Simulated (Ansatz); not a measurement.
# MoSeO (1T monolayer (Janus) type, one sheet): maximally localised Wannier functions, part 2 of 2

Where do the localised orbitals of MoSeO (1T monolayer (Janus) type, one sheet) sit, how far are they spread, and how do the settings change that? The runs, in order: r2SCAN, all s p, disentangled, 6×6×1; r2SCAN, metal d and anion p, disentangled, 6×6×1 (level, trial orbitals, Wannier mesh).

Ansatz 0.2.0; plane waves, PAW; one sheet in a cell with vacuum, so ε is a mean over the cell's height; no spin polarisation. Earlier steps stand in the parts before.

## 3. r2SCAN, metal d and anion p, disentangled, 6×6×1

input.yaml reads:

```yaml
crystal:
  lattice:
    - [3.1195298631, 0.0, 0.0]
    - [-1.5597649316, 2.7015921093, 0.0]
    - [0.0, 0.0, 29.714225764]
  atoms:
    - { symbol: Mo, position: [0.0, 0.0, 0.3116551365] }
    - { symbol: O, position: [0.3333333333, 0.6666666667, 0.3452924614] }
    - { symbol: Se, position: [0.6666666667, 0.3333333333, 0.2517080815] }
  periodic: [true, true, false]
kpoints:
  mp_grid: { grid: [9, 9, 1] }
  band_path:
    path:
      - [0, 0, 0]
      - [0.5, 0, 0]
      - [0.3333333333333, 0.3333333333333, 0]
      - [0, 0, 0]
    npoints: 10
hamiltonian:
  xc: r2scan
scf:
  occupations: { method: fermi_dirac, width: 0.02 }
  n_extra_bands: 11
output:
  forces: false
  stress: false
  eigenvalues: true
  wannier:
    kmesh: [6, 6, 1]
    projections:
      - { species: Mo, l: d, shell: 4 }
      - { species: O, l: p, shell: 2 }
      - { species: Se, l: p, shell: 4 }
    minimise: true
    write_hr: true
    conv_tol: 1.0e-08
    max_iter: 3000
    disentanglement: { window: [-15.05, 3.95], frozen_window: [-11.05, -4.05] }
```

The log of the run:

```text
scf.n_extra_bands = 11 over 18 filled bands (N_el = 36.0): the run solves 29 bands
Engine: ansatz 0.2.0, x86_64-unknown-linux-gnu
Pseudopotentials: kind: paw
Pseudopotential: Mo, paw, valence charge 14, recommended cutoff 500 eV (meta_gga), Mo.paw.azcp
Pseudopotential: O, paw, valence charge 6, recommended cutoff 500 eV (meta_gga), O.paw.azcp
Pseudopotential: Se, paw, valence charge 16, recommended cutoff 500 eV (meta_gga), Se.paw.azcp
Functional definition: r2SCAN
  parameter k0 = 0.174
  parameter k1 = 0.065
  parameter a1 = 4.9479
  exchange = r2scan_x(k0 = k0, k1 = k1, a1 = a1)
  correlation = r2scan_c
Crystal: 3 atoms, lattice volume = 250.422 Å³
Basis set: ecut = 500 eV, 6349 PW (Γ), exchange–correlation on 96×96×900 points (64 copies of the dense FFT grid, shifted against one another)
Bands: 29, of which v1, the nominal top of the filled ones, is band 18 counted from 1 (17 counted from 0)
Symmetry: 6 space group operations
Space group: P3m1 (ITA 156), of the structure as read, at distance tolerance 6.3e-5 Å
k-points: 12 of 81 (time reversal used)
Non-local potential: Mo, projectors of the file, l = 0: 3, l = 1: 2, l = 2: 2, l = 3: 1
Non-local potential: O, projectors of the file, l = 0: 2, l = 1: 2, l = 2: 1
Non-local potential: Se, projectors of the file, l = 0: 2, l = 1: 2, l = 2: 3, l = 3: 1
PAW form: soft (Blöchl's): semilocal exchange-correlation on the pseudo side does not see the compensation charge
PAW frozen core: Mo, regenerated for the run's functional (the file was generated under x = pbe(κ = 0.804, μ = 0.2195149727645171), c = pbe(β = 0.06672455060314922))
PAW frozen core: O, regenerated for the run's functional (the file was generated under x = pbe(κ = 0.804, μ = 0.2195149727645171), c = pbe(β = 0.06672455060314922))
PAW frozen core: Se, regenerated for the run's functional (the file was generated under x = pbe(κ = 0.804, μ = 0.2195149727645171), c = pbe(β = 0.06672455060314922))
PAW one-centre angular grid: Mo, 590 points (default); XC on 160 Gauss nodes
PAW one-centre angular grid: O, 302 points (default); XC on 160 Gauss nodes
PAW one-centre angular grid: Se, 590 points (default); XC on 160 Gauss nodes
Initial density: superposition of atomic densities (neutral atoms: chi_scale 0, normalization atom), corrected by the library's trained network
Initial wavefunctions: pseudopotential atomic-orbital guess
Functional: x = r2scan, c = r2scan; τ floored in thin density (d = 2e-4 eV/Å³)
SCF iter   1: F=—  HF=-11014.567821 eV  |F-HF|=—  |Δ(HF+E_count)|=         —  Δρ=8.01e-3  dr2=3.30e-1  dr2_τ=1.10e-1  ethr=1.77e-3  ⟨swp⟩=13.3  Hψ=2873  notcnv=0  defer=9
preconditioner: auto → LDOS  [insulator: Δε(μ)=0.308 eV  Ē_g=13.293 eV  σ=0.020 eV  W_gap=0.60  n_scr=18 (ndim 8)  ℏωp=10.0 eV  f_vac=0.791  D(μ)=0.79/eV (n_scr^D=6)  ε∞_Penn≈1.6  β→1.0]
SCF iter   2: F=—  HF=-11014.627611 eV  |F-HF|=—  |Δ(HF+E_count)|=   5.98e-2  Δρ=7.88e-3  dr2=6.41e-1  dr2_τ=4.04e-2  ethr=9.15e-4  ⟨swp⟩=4.5  Hψ=819  notcnv=0  defer=60
SCF iter   3: F=—  HF=-11014.570553 eV  |F-HF|=—  |Δ(HF+E_count)|=   5.71e-2  Δρ=8.81e-4  dr2=2.55e-3  dr2_τ=2.86e-4  ethr=9.15e-4  ⟨swp⟩=3.3  Hψ=446  notcnv=0  defer=60
SCF iter   4: F=—  HF=-11014.572119 eV  |F-HF|=—  |Δ(HF+E_count)|=   1.57e-3  Δρ=7.05e-4  dr2=1.87e-3  dr2_τ=1.47e-4  ethr=7.07e-6  ⟨swp⟩=4.0  Hψ=968  notcnv=0  defer=60
SCF iter   5: F=—  HF=-11014.571825 eV  |F-HF|=—  |Δ(HF+E_count)|=   2.94e-4  Δρ=2.31e-4  dr2=1.84e-4  dr2_τ=1.40e-5  ethr=5.20e-6  ⟨swp⟩=3.2  Hψ=619  notcnv=0  defer=60
SCF iter   6: F=—  HF=-11014.571755 eV  |F-HF|=—  |Δ(HF+E_count)|=   7.03e-5  Δρ=4.06e-5  dr2=7.99e-6  dr2_τ=1.41e-7  ethr=5.12e-7  ⟨swp⟩=3.0  Hψ=510  notcnv=0  defer=60
SCF iter   7: F=—  HF=-11014.571888 eV  |F-HF|=—  |Δ(HF+E_count)|=   1.34e-4  Δρ=1.05e-5  dr2=3.66e-7  dr2_τ=5.56e-8  ethr=2.22e-8  ⟨swp⟩=3.3  Hψ=684  notcnv=0  defer=60
SCF iter   8: F=—  HF=-11014.571888 eV  |F-HF|=—  |Δ(HF+E_count)|=   4.70e-8  Δρ=9.31e-6  dr2=1.98e-7  dr2_τ=2.50e-8  ethr=2.78e-10  ⟨swp⟩=19.7  Hψ=2247  notcnv=0
SCF iter   9: F=-11014.571888 eV  HF=-11014.571888 eV  |F-HF|=3.39e-9  |Δ(HF+E_count)|=   4.23e-8  Δρ=1.26e-6  dr2=4.90e-9  dr2_τ=1.21e-9  ethr=2.78e-10  ⟨swp⟩=5.2  Hψ=1466  notcnv=0
SCF 1 converged in 9 iterations: F = -11014.571888 eV  dr2 = 4.90e-9
NSCF: frozen V_eff on 31 k-points, pencils in batches of 32, up to order 128
NSCF: frozen V_eff on 10 k-points, pencils in batches of 32, up to order 116
the Wannier pass solved 10 of the 36 points of its mesh, and has the states at the others by symmetry: states obtained by the crystal's operations at points that were solved too leave a residual of 1.07e-13 eV (read by the count's bands and the next), within 8.33e-6 eV
NSCF: frozen V_eff on 10 k-points
the Wannier pass solved 10 of the 36 points of its mesh, and has the states at the others by symmetry: states obtained by the crystal's operations at points that were solved too leave a residual of 4.94e-13 eV (read by the count's bands and the next), within 8.33e-6 eV
SCF converged after 9 iterations
Free energy (F): -11014.571888 eV
Harris-Foulkes:  -11014.571888 eV  (|F-HF|=3.39e-9)
Internal energy: -11014.571156 eV  (E = F + TS)
E sigma→0 (E₀):  -11014.571522 eV
Entropy (-TS):   -0.000732 eV (-0.244 meV/atom)
Fermi energy:    -5.048846 eV
--- Per-component energies (eV) ---
  E_band       = -1158.547754
  E_kinetic    = 734.024824
  E_local      = -87776.022941  (includes V_loc(G=0)·N_el)
  E_nonlocal   = -405.250853
  E_hartree    = 43350.128443
  E_xc         = -349.518167
  E_vxc        = -466.763643  (∫ρ·V_xc dr)
  E_paw        = -5301.664138  (= ΣΔE_a)
  E_vpaw       = 26.185888  (= ΣTr[D̂ρ^β])
  E_aug_tail   = 0.000768  (compensation charges beyond the density's cutoff)
  E_vtau       = 29.023535  (kinetic-family band-sum trace: ∫τ·v_τ [+ j·A + Jᵃ·Aᵃ] dr)
  E_ewald      = 38735.748823
  E_core_change = -2.017915  (= ΣΔE_core)
  E_smearing   = -0.000732  (= −TS)
  E_closure    = -0.000000  (closes the sum)
  Σ components = -11014.571888   (vs F -11014.571888, Δ=0.00e0)
--- Band table (eV; the first three rows and the last of 12) ---
  k-point 0: bands = ["-69.1513", "-54.3889", "-54.3889", "-54.3300", "-54.3300", "-54.3097", "-42.5134", "-42.2973", "-42.2973", "-25.7006", "-20.9238", "-12.0222", "-11.3075", "-11.3075", "-9.3234", "-5.8158", "-5.8158", "-5.1835", "-5.1835", "-4.9652", "-1.0530 (-1.0549°)", "-1.0256 (-1.0256°)", "-1.0256 (-1.0256°)", "-0.2912", "0.2340", "0.9094", "1.3979", "1.8586", "2.9465"]
  k-point 1: bands = ["-69.1450", "-54.3889", "-54.3878", "-54.3304", "-54.3301", "-54.3092", "-42.5013", "-42.3595", "-42.3104", "-25.6477", "-20.7691", "-11.9155", "-11.4080", "-11.2059", "-9.0456", "-6.9486", "-6.3878", "-5.4840", "-4.6242", "-4.3526", "-1.7220 (-1.7220°)", "-1.1510 (-1.1510°)", "-0.7538 (-0.7565°)", "0.0300", "0.5695", "1.1841", "1.6640", "2.1692", "3.2024"]
  k-point 2: bands = ["-69.1290", "-54.3889", "-54.3850", "-54.3315", "-54.3305", "-54.3078", "-42.5274", "-42.4574", "-42.3435", "-25.5337", "-20.3106", "-11.9223", "-11.0897", "-10.9911", "-9.1904", "-8.3739", "-6.9304", "-5.8210", "-4.2020", "-4.1403", "-2.1547", "-1.2798 (-1.2798°)", "0.0341 (0.0308°)", "0.8268", "1.3717", "1.9672", "2.4177", "2.9421", "3.8309"]
  k-point 11: bands = ["-69.0903", "-54.3839", "-54.3833", "-54.3329", "-54.3323", "-54.3046", "-42.6947", "-42.6200", "-42.3830", "-25.3346", "-18.6205", "-11.5742", "-11.4056", "-10.9658", "-9.7404", "-9.7069", "-9.2910", "-5.0483", "-4.4874", "-4.4853", "-2.2444", "-0.3283", "2.3311", "3.5525", "5.4390 (5.4389°)", "6.1501", "6.2044", "6.3420", "6.3502"]
  ° read free of the cell's end (the report's vacuum.weakly_bound_levels)
Wannier search: line search 1 of at most 3000: gauge-dependent spread (as the search counts it) 0.5559171 Å², largest recent change 2.6e-1 Å² and fall left 1.1e-4 Å² against conv_tol 1.0e-8 Å², 0 stops escaped
WARN: <dir> 12 periodic images of 12 elements of H(R) lie 4.88e-4 to 1.95e-3 Å beyond their element's nearest image, near the 9.77e-4 Å window within which an element is shared among its images; whether they share it moves the interpolated H(k) by 5.4e-3 eV (Frobenius norm, root mean square over the Brillouin zone); at the model's own mesh points H(k) does not change
```

It took 23 s on 1 × NVIDIA H100 80GB HBM3 with 2 threads of AMD EPYC 7R13 (Zen 3), shared host; peak host memory 1.5 GiB.

wannier.win, as written (k points left out):

```
! ansatz wannier90 interface
! projections by site (counted from 0) and shell: 0 4D, 1 2P, 2 4P
! states of the run's bands (counted from 1): 1-30
num_bands = 30
num_wann  = 11
num_iter  = 2000
conv_tol = 1e-8
conv_window = 5
dis_win_min = -15.05
dis_win_max = 3.95
dis_froz_min = -11.05
dis_froz_max = -4.05
dis_num_iter = 10000
guiding_centres = true
write_hr = true

begin unit_cell_cart
Ang
  3.119529863094924  2.886752675575529e-11  0.0
  -1.559764931572462  2.701592109289962  0.0
  0.0  0.0  29.714225764
end unit_cell_cart

begin atoms_frac
Mo  0.0  0.0  0.3116551365
O  0.3333333333333333  0.6666666666666666  0.3452924614
Se  0.6666666666666666  0.3333333333333333  0.2517080815
end atoms_frac

mp_grid = 6 6 1
```

The windows are typed on the program's own energy scale, on which the last band filled by count tops at -5.05 eV (the bands overlap, so it is not filled everywhere).

The head of wannier.spreads.toml:

```toml
omega_i_ang2 = 13.605230044448795
omega_d_ang2 = 0.0074481261823624864
omega_od_ang2 = 0.5326149107301744
omega_total_ang2 = 14.145293081361332
least_projectability = 0.5085263178268926
b_vectors_match_mmn = true
n_iter = 65
converged = true
rejected_fitted_steps = 3
dis_converged = true
dis_n_iter = 129
dis_n_moved = 0
dis_level_miss = 0.0020694946193116756
```

The functions (centres in Å, on-site energies from the highest level of the last filled band):

| n | x | y | z | spread (Å²) | on-site (eV) | nearest atoms | distance (Å) |
| --- | --- | --- | --- | --- | --- | --- | --- |
| 1 | 0.026 | -0.004 | 9.216 | 1.225 | -0.807 | Mo1 | 0.05 |
| 2 | -0.049 | 0.067 | 9.128 | 1.393 | 0.834 | Mo1 | 0.16 |
| 3 | 0.034 | -0.075 | 9.128 | 1.393 | 0.836 | Mo1 | 0.16 |
| 4 | 0.010 | 0.025 | 9.216 | 1.225 | -0.807 | Mo1 | 0.05 |
| 5 | -0.023 | -0.013 | 9.214 | 1.222 | -0.845 | Mo1 | 0.05 |
| 6 | 0.002 | 1.802 | 10.299 | 0.754 | -4.071 | O2 | 0.04 |
| 7 | -0.004 | 1.806 | 10.220 | 0.760 | -4.470 | O2 | 0.04 |
| 8 | 0.002 | 1.795 | 10.220 | 0.760 | -4.470 | O2 | 0.04 |
| 9 | 1.560 | 0.901 | 7.346 | 1.833 | -2.978 | Se3 | 0.13 |
| 10 | 1.560 | 0.908 | 7.491 | 1.789 | -2.421 | Se3 | 0.01 |
| 11 | 1.560 | 0.892 | 7.491 | 1.791 | -2.413 | Se3 | 0.01 |

The largest hoppings ⟨m, 0|H|n, R⟩, one of each Hermitian pair (signs follow the phases of the functions):

| m | n | R | distance (Å) | t (eV) |
| --- | --- | --- | --- | --- |
| 7 | 2 | 0 1 0 | 2.17 | 1.913 |
| 3 | 8 | 0 0 0 | 2.17 | 1.907 |
| 9 | 2 | 1 0 0 | 2.48 | -1.583 |
| 9 | 3 | 1 1 0 | 2.48 | -1.577 |
| 11 | 3 | 1 1 0 | 2.38 | -1.361 |
| 10 | 10 | 1 0 0 | 3.12 | 1.277 |
| 8 | 3 | 1 1 0 | 2.10 | 1.169 |
| 7 | 2 | 1 1 0 | 2.10 | 1.156 |
| 10 | 2 | 1 0 0 | 2.38 | -1.145 |
| 3 | 9 | 0 0 0 | 2.54 | 1.079 |
| 2 | 9 | 0 0 0 | 2.54 | 1.075 |
| 3 | 10 | 0 0 0 | 2.44 | -1.033 |
| 10 | 4 | 1 0 0 | 2.49 | 1.014 |
| 2 | 10 | 0 0 0 | 2.44 | -0.991 |

Interpolated bands at the corners of the path, eV from the highest level of the last filled band (the lowest 3 left out):

| point | e4 | e5 | e6 | e7 | e8 | e9 | e10 | e11 |
| --- | --- | --- | --- | --- | --- | --- | --- | --- |
| Γ | -4.28 | -0.77 | -0.77 | -0.14 | -0.14 | 0.08 | 4.02 | 4.02 |
| M | -5.17 | -3.91 | -2.02 | -1.09 | 1.12 | 1.21 | 3.77 | 3.89 |
| K | -4.69 | -4.66 | -4.24 | 0.00 | 0.56 | 0.56 | 2.81 | 4.72 |
| Γ | -4.28 | -0.77 | -0.77 | -0.14 | -0.14 | 0.08 | 4.02 | 4.02 |

Along the path each interpolated band stays within 0.05, 0.04, 0.01, 0.02, 0.02, 0.03, 0.01, 0.02, 0.01, 0.18, 0.16 eV of the nearest computed level, from the lowest band up; bands outside the frozen window needn't match, and between the mesh's points a coarse mesh lets the others stray too.

## 4. All runs side by side

| run | functions | total spread (Å²) | invariant part (Å²) | mean spread (Å²) | largest miss of a band (eV) | time |
| --- | --- | --- | --- | --- | --- | --- |
| r2SCAN, all s p, disentangled, 6×6×1 | 12 | 16.667 | 14.384 | 1.389 | 0.48 | 26 s |
| r2SCAN, metal d and anion p, disentangled, 6×6×1 | 11 | 14.145 | 13.605 | 1.286 | 0.18 | 23 s |

## 5. Outcome

This closing draws on all 2 parts.

| quantity | value |
| --- | --- |
| total spread, r2SCAN, all s p, disentangled, 6×6×1 | 16.67 Å² over 12 functions |
| total spread, r2SCAN, metal d and anion p, disentangled, 6×6×1 | 14.15 Å² over 11 functions |
| centres of the first set | 0.11 to 1.85 Å from the nearest atom |

In words: With r2SCAN, all s p, disentangled, 6×6×1 the 12 functions move off the atoms, with a mean spread of 1.39 Å²; 86 % of the total is gauge invariant. The disentangled models miss some band by up to 0.5 eV, which may lie outside their frozen windows.
